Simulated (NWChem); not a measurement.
**One shape, several levels: CH4Cl2GeS (SMILES [CH3][Ge]([SH])([Cl])[Cl])**

Wanted: a comparison of 3 runs (HF/def2-SVP, PBE0/def2-SVP, MP2/STO-3G) of CH4Cl2GeS. 

The calculation is run with NWChem 7.3.0.

**1. The structure to begin with**

The species is CH4Cl2GeS (9 atoms), meant as a singlet with charge 0. As SMILES, `[CH3][Ge]([SH])([Cl])[Cl]`. The coordinates come from a PBE0-D4/def2-TZVP relaxation. This is one conformer, not always the lowest.

Bond lengths: C1–Ge2 1.932 Å, Ge2–S3 2.205 Å, Ge2–Cl4 2.143 Å, Ge2–Cl5 2.151 Å, C1–H6 1.090 Å, C1–H7 1.090 Å, C1–H8 1.090 Å, S3–H9 1.345 Å. Some angles: C1–Ge2–S3 115.9°, C1–Ge2–Cl4 110.0°, C1–Ge2–Cl5 108.3°, S3–Ge2–Cl4 104.6°, S3–Ge2–Cl5 109.8°, Cl4–Ge2–Cl5 108.0°, Ge2–C1–H6 109.1°, Ge2–C1–H7 109.3°, Ge2–C1–H8 109.0°, Ge2–S3–H9 92.7°.

**2. Energy and forces at HF/def2-SVP (run 1)**

Contents of run.py:

```python
from ase import Atoms
from ase.calculators.nwchem import NWChem

molecule = Atoms(['C', 'Ge', 'S', 'Cl', 'Cl', 'H', 'H', 'H', 'H'], positions=[
    [-1.271400, -0.195300, 0.101300],
    [0.540600, 0.212500, -0.429700],
    [2.123600, -0.946300, 0.577100],
    [0.805300, -0.208500, -2.513800],
    [0.874000, 2.316100, -0.129900],
    [-1.465700, -1.252600, -0.077600],
    [-1.396200, 0.029500, 1.160800],
    [-1.958100, 0.415000, -0.485000],
    [1.836400, -0.416500, 1.779500],
])

calc = NWChem(
    label='ch4cl2ges',
    theory='scf',
    memory='2200 mb',
    basis='def2-SVP',
    basispar='spherical bse',
    scf={'nopen': '0', 'rhf': None, 'thresh': '1e-08', 'maxiter': '80'},
)
molecule.calc = calc

forces = molecule.get_forces()
print("Total energy (eV):", round(molecule.get_potential_energy(), 6))
print("forces (eV/A):")
for s, f in zip(molecule.symbols, forces):
    print(f"{s:2s} {f[0]:10.5f} {f[1]:10.5f} {f[2]:10.5f}")
print("dipole (e A):", molecule.get_dipole_moment().round(4))
```

Command:

```console
$ export ASE_NWCHEM_COMMAND="nwchem PREFIX.nwi > PREFIX.nwo"
$ python run.py
```

What it wrote:

```text
Total energy (eV): -93376.431617
forces (eV/A):
C     0.08973    0.00303    0.00087
Ge   -0.02509   -0.08834   -0.03954
S    -0.06685    0.12120    0.33476
Cl   -0.00046   -0.02504   -0.25300
Cl    0.03543    0.19150    0.03353
H    -0.06680    0.02319    0.02535
H    -0.07616   -0.02386   -0.01460
H    -0.04314   -0.03697    0.03908
H     0.15334   -0.16470   -0.12645
dipole (e A): [-0.4404 -0.1808  0.4602]
```

The calculator wrote ch4cl2ges.nwi:

```
title "ch4cl2ges"

permanent_dir ch4cl2ges

scratch_dir ch4cl2ges

start ch4cl2ges

geometry units angstrom nocenter noautosym noautoz
  C  -1.2714000000000001e+00 -1.9530000000000000e-01 1.0130000000000000e-01
  Ge 5.4059999999999997e-01 2.1249999999999999e-01 -4.2970000000000003e-01
  S  2.1236000000000002e+00 -9.4630000000000003e-01 5.7709999999999995e-01
  Cl 8.0530000000000002e-01 -2.0849999999999999e-01 -2.5137999999999998e+00
  Cl 8.7400000000000000e-01 2.3161000000000000e+00 -1.2989999999999999e-01
  H  -1.4657000000000000e+00 -1.2525999999999999e+00 -7.7600000000000002e-02
  H  -1.3962000000000001e+00 2.9499999999999998e-02 1.1608000000000001e+00
  H  -1.9581000000000000e+00 4.1499999999999998e-01 -4.8499999999999999e-01
  H  1.8364000000000000e+00 -4.1649999999999998e-01 1.7795000000000001e+00
end

memory 2200 mb

basis spherical bse noprint
   * library def2-SVP
end

scf
  nopen 0
  rhf
  thresh 1e-08
  maxiter 80
end

task scf gradient
```

ch4cl2ges.nwo:

```text
Northwest Computational Chemistry Package (NWChem) 7.3.0
             --------------------------------------------------------

           Job information
           ---------------

    nwchem branch   = 7.3.0
    use scalapack   = T
    input           = ch4cl2ges.nwi
    prefix          = ch4cl2ges.
    data base       = ch4cl2ges/ch4cl2ges.db
    status          = startup
    nproc           =        1

           Memory information
           ------------------

[... 5 lines left out ...]
    hardfail = no
[... 138 lines left out ...]
         Quadratically convergent ROHF
[... 15 lines left out ...]
       Final RHF  results
[... 4 lines left out ...]
      Two-electron energy =   2019.308787767745
[... 65 lines left out ...]
                       ROHF Final Molecular Orbital Analysis
[... 288 lines left out ...]
                 ----------------------------------------
                 |  Time  |  1-e(secs)   |  2-e(secs)   |
                 ----------------------------------------
                 |  CPU   |       0.01   |       6.09   |
                 ----------------------------------------
                 |  WALL  |       0.01   |       6.09   |
                 ----------------------------------------

 Task  times  cpu:       26.3s     wall:       26.3s
 Total times  cpu:       26.3s     wall:       26.3s
```

Run time: 27 s. Hardware: 1 thread of AMD EPYC 9R45 (Zen 5), shared host; peak memory 0.1 GiB.

**3. Energy and gradient at PBE0/def2-SVP (run 2)**

Contents of run.py:

```python
from ase import Atoms
from ase.calculators.nwchem import NWChem

atoms = Atoms('CGeSClClHHHH', positions=[
    [-1.271400, -0.195300, 0.101300],
    [0.540600, 0.212500, -0.429700],
    [2.123600, -0.946300, 0.577100],
    [0.805300, -0.208500, -2.513800],
    [0.874000, 2.316100, -0.129900],
    [-1.465700, -1.252600, -0.077600],
    [-1.396200, 0.029500, 1.160800],
    [-1.958100, 0.415000, -0.485000],
    [1.836400, -0.416500, 1.779500],
])

calc = NWChem(
    label='struct',
    theory='dft',
    memory='2200 mb',
    basis='def2-SVP',
    basispar='spherical bse',
    dft={'xc': 'pbe0', 'mult': '1', 'grid': 'fine', 'convergence': 'energy 1e-08', 'iterations': '100', 'mulliken': None},
)
atoms.calc = calc

forces = atoms.get_forces()
e = atoms.get_potential_energy()
print(f"E = {e:.6f} eV")
print("forces (eV/A):")
for s, f in zip(atoms.symbols, forces):
    print(f"{s:2s} {f[0]:10.5f} {f[1]:10.5f} {f[2]:10.5f}")
print("dipole (e A):", atoms.get_dipole_moment().round(4))
```

Command:

```console
$ export ASE_NWCHEM_COMMAND="nwchem PREFIX.nwi > PREFIX.nwo"
$ python run.py
```

What it wrote:

```text
E = -93465.240891 eV
forces (eV/A):
C     0.30817    0.05739   -0.07847
Ge   -0.08510   -0.07215    0.06412
S     0.09374   -0.12233   -0.12655
Cl    0.01378   -0.03728   -0.16784
Cl    0.02376    0.17283    0.02838
H    -0.06849   -0.29933   -0.04798
H    -0.05343    0.06094    0.29825
H    -0.20661    0.17113   -0.16270
H    -0.02587    0.06885    0.19278
dipole (e A): [-0.4252 -0.1688  0.4369]
```

The calculator wrote struct.nwi:

```
title "struct"

permanent_dir struct

scratch_dir struct

start struct

geometry units angstrom nocenter noautosym noautoz
  C  -1.2714000000000001e+00 -1.9530000000000000e-01 1.0130000000000000e-01
  Ge 5.4059999999999997e-01 2.1249999999999999e-01 -4.2970000000000003e-01
  S  2.1236000000000002e+00 -9.4630000000000003e-01 5.7709999999999995e-01
  Cl 8.0530000000000002e-01 -2.0849999999999999e-01 -2.5137999999999998e+00
  Cl 8.7400000000000000e-01 2.3161000000000000e+00 -1.2989999999999999e-01
  H  -1.4657000000000000e+00 -1.2525999999999999e+00 -7.7600000000000002e-02
  H  -1.3962000000000001e+00 2.9499999999999998e-02 1.1608000000000001e+00
  H  -1.9581000000000000e+00 4.1499999999999998e-01 -4.8499999999999999e-01
  H  1.8364000000000000e+00 -4.1649999999999998e-01 1.7795000000000001e+00
end

memory 2200 mb

basis spherical bse noprint
   * library def2-SVP
end

dft
  xc pbe0
  mult 1
  grid fine
  convergence energy 1e-08
  iterations 100
  mulliken
end

task dft gradient
```

struct.nwo:

```text
Northwest Computational Chemistry Package (NWChem) 7.3.0
             --------------------------------------------------------

           Job information
           ---------------

    nwchem branch   = 7.3.0
    use scalapack   = T
    input           = struct.nwi
    prefix          = struct.
    data base       = struct/struct.db
    status          = startup
    nproc           =        1

           Memory information
           ------------------

[... 5 lines left out ...]
    hardfail = no
[... 109 lines left out ...]
  convergence criterion.
[... 43 lines left out ...]
          Spatial weights used:  Erf1
[... 32 lines left out ...]
 1-e energy   =   -6136.922732
[... 41 lines left out ...]
           Coulomb energy =     2183.989608339608
[... 924 lines left out ...]
          Convergence on density requested:  1.00D-05
[... 29 lines left out ...]
          total energy or number of iterations.
[... 36 lines left out ...]
                 ----------------------------------------
                 |  Time  |  1-e(secs)   |  2-e(secs)   |
                 ----------------------------------------
                 |  CPU   |       0.01   |       5.60   |
                 ----------------------------------------
                 |  WALL  |       0.01   |       5.60   |
                 ----------------------------------------

 Task  times  cpu:       21.4s     wall:       21.4s
 Total times  cpu:       21.4s     wall:       21.4s
```

Wall time 22 s (1 thread of AMD EPYC 9R45 (Zen 5), shared host); peak memory 0.14 GiB.

**4. Energy and gradient at MP2/STO-3G (run 3)**

Contents of sp.nw:

```
start sp
memory total 2200 mb

geometry noautosym nocenter noautoz
C       -1.271400      -0.195300       0.101300
Ge       0.540600       0.212500      -0.429700
S        2.123600      -0.946300       0.577100
Cl       0.805300      -0.208500      -2.513800
Cl       0.874000       2.316100      -0.129900
H       -1.465700      -1.252600      -0.077600
H       -1.396200       0.029500       1.160800
H       -1.958100       0.415000      -0.485000
H        1.836400      -0.416500       1.779500
end

basis spherical bse
* library STO-3G
end

scf
thresh 1e-08
maxiter 80
print medium
end

mp2
freeze core 25
tight
end

task mp2 gradient
```

Command:

```console
$ nwchem sp.nw > sp.out
```

What it wrote:

```text
[...]
  functions       =    54
[...]
  wavefunction    = RHF
[...]
         Total SCF energy =  -3393.997460169531
      One-electron energy =  -6109.343565493534
      Two-electron energy =   2028.871300854063
 Nuclear repulsion energy =    686.474804469941
        Time for solution =      3.9s
[...]
          Total MP2 energy         -3394.111776847713
[...]
                         mp2 ENERGY GRADIENTS
    atom               coordinates                        gradient
                 x          y          z           x          y          z
   1 C      -2.402598  -0.369063   0.191429   -0.023910  -0.007269   0.007914
   2 Ge      1.021586   0.401567  -0.812015   -0.001233   0.010350  -0.010161
   3 S       4.013022  -1.788248   1.090561    0.001884  -0.000789   0.004685
   4 Cl      1.521796  -0.394008  -4.750393    0.001278   0.000124   0.007216
   5 Cl      1.651621   4.376794  -0.245475    0.000058  -0.006015  -0.000190
   6 H      -2.769771  -2.367071  -0.146643    0.005918   0.007478   0.000049
   7 H      -2.638435   0.055747   2.193594    0.005038  -0.000288  -0.007633
   8 H      -3.700272   0.784236  -0.916517    0.009562  -0.002045   0.002094
   9 H       3.470293  -0.787071   3.362767    0.001405  -0.001546  -0.003975
[...]
```

It took 11 s on 1 thread of AMD EPYC 9R45 (Zen 5), shared host; peak memory 0.12 GiB.

**5. Overview of the runs**

```
run          level  iteration cap  module   energy (Eh)  dipole moment (D)  HOMO energy (eV)  LUMO energy (eV)  wall time
  1    HF/def2-SVP             80     scf  -3431.520597               3.18            -10.74              3.65       27 s
  2  PBE0/def2-SVP            100     dft  -3434.784278               3.04             -7.77             -0.51       22 s
  3     MP2/STO-3G             80     mp2  -3394.111777               3.63             -8.45              7.15       11 s
```

**6. Summary of results**

```
                                                      quantity           value
                                           run 3: total energy  -3394.11178 Eh
run 3: dipole moment (of the density that the program reports)          3.63 D
                    run 3: HOMO energy (Hartree–Fock orbitals)        -8.45 eV
                    run 3: LUMO energy (Hartree–Fock orbitals)         7.15 eV
                  run 3: HOMO–LUMO gap (Hartree–Fock orbitals)        15.60 eV
           run 3: correlation energy (25 core orbitals frozen)      -114.3 mEh
                               run 3: largest force on an atom      1.348 eV/Å
```

In words: The dipole moment (its size) runs from 3.04 D (PBE0/def2-SVP) to 3.63 D (MP2/STO-3G). The two ends differ in method and basis. In run 3 the basis is minimal, so the values are rough. All runs together took 61 s, the longest 27 s.
